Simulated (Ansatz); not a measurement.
**C₂H₆BF₂N: one species, many methods**

How much do the methods differ for C₂H₆BF₂N? The plan is to run it at one geometry with functionals of several rungs and with coupled cluster, and see how far each lands from CCSD(T) at the basis-set limit for the atomisation energy.

Method: functionals in def2-TZVPP, the program's frozen cores in correlated methods; program: Ansatz 0.2.0, Gaussian basis.

Plan: LDA (SPW92), PBE-D4, revPBE-D4, BLYP-D4, r2SCAN-D4, B97M-V, PBE0-D4, B3LYP-D4, r2SCANh-D4, r2SCAN0-D4, HSE06-D4, BHLYP-D4, CAM-B3LYP-D4, LC-ωPBE, ωB97X-V, ωB97M-V, B2PLYP, PBE-QIDH; CCSD(T)/def2-SVP; CCSD(T)/def2-TZVPP; MP2/def2-QZVPP; extrapolation to the limit; RPA on PBE.

### 1 The relaxed structure

All runs share one geometry, relaxed beforehand with PBE0-D4 in a triple-zeta def2 set.

SMILES `CN(C)B(F)F`, 12 atoms, charge 0, spin multiplicity 1.

Atoms are counted from 1 here; the program's logs count them from 0.

Bond lengths: C1–N2 1.443 Å, C1–H7 1.096 Å, C1–H8 1.089 Å, C1–H9 1.096 Å, N2–C3 1.443 Å, N2–B4 1.392 Å, C3–H10 1.089 Å, C3–H11 1.096 Å, C3–H12 1.096 Å, B4–F5 1.333 Å, B4–F6 1.333 Å. Angles: N2–C1–H7 110.8°, N2–C1–H8 110.3°, N2–C1–H9 110.8°, H7–C1–H8 108.5°, H7–C1–H9 107.8°, H8–C1–H9 108.5°, C1–N2–C3 114.7°, C1–N2–B4 122.6°, C3–N2–B4 122.6°, N2–C3–H10 110.3°, N2–C3–H11 110.8°, N2–C3–H12 110.8°, H10–C3–H11 108.5°, H10–C3–H12 108.5°, H11–C3–H12 107.8°, N2–B4–F5 121.6°, N2–B4–F6 121.6°, F5–B4–F6 116.8°.

### 2 LDA

This LDA is Slater exchange with PW92 correlation.

File in.yaml:

```yaml
crystal:
  periodic: [false, false, false]
  atoms:
    - {symbol: C, position_ang: [-0.660004, -0.879709, -0.803097]}
    - {symbol: N, position_ang: [-0.045030, 0.146605, 0.003790]}
    - {symbol: C, position_ang: [1.070789, -0.301012, 0.802017]}
    - {symbol: B, position_ang: [-0.492855, 1.465015, 0.011348]}
    - {symbol: F, position_ang: [0.091503, 2.396705, 0.765269]}
    - {symbol: F, position_ang: [-1.526357, 1.855763, -0.735050]}
    - {symbol: H, position_ang: [0.063966, -1.310434, -1.504348]}
    - {symbol: H, position_ang: [-1.489036, -0.464805, -1.373582]}
    - {symbol: H, position_ang: [-1.042042, -1.692876, -0.175232]}
    - {symbol: H, position_ang: [1.478086, 0.527258, 1.379051]}
    - {symbol: H, position_ang: [1.866447, -0.707259, 0.166948]}
    - {symbol: H, position_ang: [0.761533, -1.090351, 1.496786]}
basis:
  gaussian: {orbitals: def2-TZVPP}
hamiltonian: {xc: lda}
output: {orbitals: {seedname: orbitals}}
```

Started as:

```console
> ansatz run in.yaml --threads 4 --pin off --events-out ev --progress --plain --max-ram 10444MiB
```

The runs that follow: PBE-D4 (GGA); revPBE-D4 (GGA); BLYP-D4 (GGA); r2SCAN-D4 (meta-GGA); B97M-V (meta-GGA); B3LYP-D4 (hybrid); r2SCANh-D4 (hybrid); r2SCAN0-D4 (hybrid); HSE06-D4 (hybrid); BHLYP-D4 (hybrid); CAM-B3LYP-D4 (range-separated); LC-ωPBE (range-separated); ωB97X-V (range-separated); ωB97M-V (range-separated); B2PLYP (double hybrid); PBE-QIDH (double hybrid); CCSD(T) in def2-SVP; CCSD(T) in def2-TZVPP; MP2 in def2-QZVPP; RPA on PBE orbitals.

**Question.** What will the summary of the whole plan be? Wanted: atomisation energy, CCSD(T)/CBS; farthest beyond LDA; mean size of error, GGA; mean size of error, meta-GGA; mean size of error, hybrid; mean size of error, range-separated; mean size of error, double hybrid; gap, smallest and largest; T1 diagnostic.

**Answer**, as computed:

```
                               quantity                                                                                    value
        atomisation energy, CCSD(T)/CBS                                                                            4995.1 kJ/mol
 functionals within 25.0 kJ/mol (0.5 %)  revPBE-D4, BLYP-D4, r2SCAN-D4, B97M-V, B3LYP-D4, r2SCANh-D4, LC-ωPBE, ωB97X-V, PBE-QIDH
                    farthest beyond LDA                                                                 BHLYP-D4 (-130.6 kJ/mol)
                mean size of error, GGA                                                                              52.9 kJ/mol
           mean size of error, meta-GGA                                                                              18.7 kJ/mol
             mean size of error, hybrid                                                                              47.0 kJ/mol
    mean size of error, range-separated                                                                              30.6 kJ/mol
      mean size of error, double hybrid                                                                              17.8 kJ/mol
              gap, smallest and largest                                                    5.93 eV (BLYP-D4), 12.93 eV (LC-ωPBE)
                          T1 diagnostic                                                                                   0.0111
triples share of the correlation energy                                                                                    3.3 %
```

In words: The LDA atomisation energy is off by 759.4 kJ/mol (15 %): it overbinds. PBE-D4 misses by +129.7 kJ/mol. Double hybrids carry the basis error of their MP2 part in triple zeta, and no dispersion term here, so their miss is partly the set-up's. The rungs double hybrid, meta-GGA miss on average by less than the doubt on the reference (25.0 kJ/mol), so they tie. The reference freezes the cores and leaves out relativity and excitations past (T), so misses under about 25.0 kJ/mol can't be ranked. Hartree-Fock recovers 75 % of the binding; the rest is correlation. CCSD(T) in def2-SVP is off by -201.5 kJ/mol, which most functionals beat. The gap grows from 5.9 to 12.9 eV across the functionals, mostly with the share of exact exchange.
